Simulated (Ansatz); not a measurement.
# CH7AlFN: the cost of one run

All numbers below are computed with Ansatz 0.2.0 (RKS PBE0-D4/def2-SVP).

### 1 The starting structure

Bond lengths: Al1–F2 2.110 Å, Al1–H3 1.536 Å, Al1–H4 1.536 Å, Al1–N6 2.237 Å, N6–C7 1.454 Å, N6–H8 1.017 Å, C7–H9 1.088 Å, C7–H10 1.095 Å, C7–H11 1.094 Å. Angles (14 of 15 angles, heavy atoms first): F2–Al1–N6 69.3°, Al1–N6–C7 132.9°, F2–Al1–H3 109.5°, F2–Al1–H4 113.5°, H3–Al1–N6 120.3°, H4–Al1–N6 112.4°, Al1–N6–H8 114.1°, C7–N6–H8 110.2°, N6–C7–H9 109.4°, N6–C7–H10 111.3°, N6–C7–H11 111.0°, H3–Al1–H4 120.5°, H9–C7–H10 108.6°, H9–C7–H11 108.2°.

Coordinates:

```xyz
11

Al   -1.2592    0.0677   -1.3184
F     0.1691    1.6148   -1.4598
H    -0.9557   -1.0095   -2.3710
H    -2.6942    0.5761   -1.1160
H     0.3309    1.0497   -0.4022
N    -0.0399    0.1904    0.5529
C     1.0191   -0.6420    1.1012
H    -0.4652    0.7484    1.2890
H     1.4641   -1.2333    0.3032
H     1.8035   -0.0343    1.5635
H     0.6275   -1.3280    1.8576
```

### 2 Pulling towards end A

Springs on the bonds that form and break draw the guess towards this end; the thresholds are loose.

File input.yaml:

```yaml
crystal:
  periodic: [false, false, false]
  atoms:
    - { symbol: Al, position_ang: [-1.2592, 0.0677, -1.3184] }
    - { symbol: F, position_ang: [0.1691, 1.6148, -1.4598] }
    - { symbol: H, position_ang: [-0.9557, -1.0095, -2.371] }
    - { symbol: H, position_ang: [-2.6942, 0.5761, -1.116] }
    - { symbol: H, position_ang: [0.3309, 1.0497, -0.4022] }
    - { symbol: "N", position_ang: [-0.0399, 0.1904, 0.5529] }
    - { symbol: C, position_ang: [1.0191, -0.642, 1.1012] }
    - { symbol: H, position_ang: [-0.4652, 0.7484, 1.289] }
    - { symbol: H, position_ang: [1.4641, -1.2333, 0.3032] }
    - { symbol: H, position_ang: [1.8035, -0.0343, 1.5635] }
    - { symbol: H, position_ang: [0.6275, -1.328, 1.8576] }
basis:
  gaussian: { orbitals: def2-SVP }
hamiltonian:
  xc: pbe0
  dispersion: d4
relax:
  f_tol: 0.15
  max_steps: 25
  restrain:
    - { distance: [0, 5], at: 3.22, k: 30.0 }
    - { distance: [4, 1], at: 2.18, k: 30.0 }
    - { distance: [0, 1], at: 1.78, k: 30.0 }
    - { distance: [4, 5], at: 1.02, k: 30.0 }
```

The run is started by

```bash
$ ansatz run input.yaml --threads 2 --pin off --max-ram 3072MiB --backend cpu --events-out ev --progress --plain --runs-dir out
```

Q: Estimate wall time and peak memory on 2 threads of Arm Neoverse V2, shared host.

About 18 s, with a peak of 0.18 GiB.
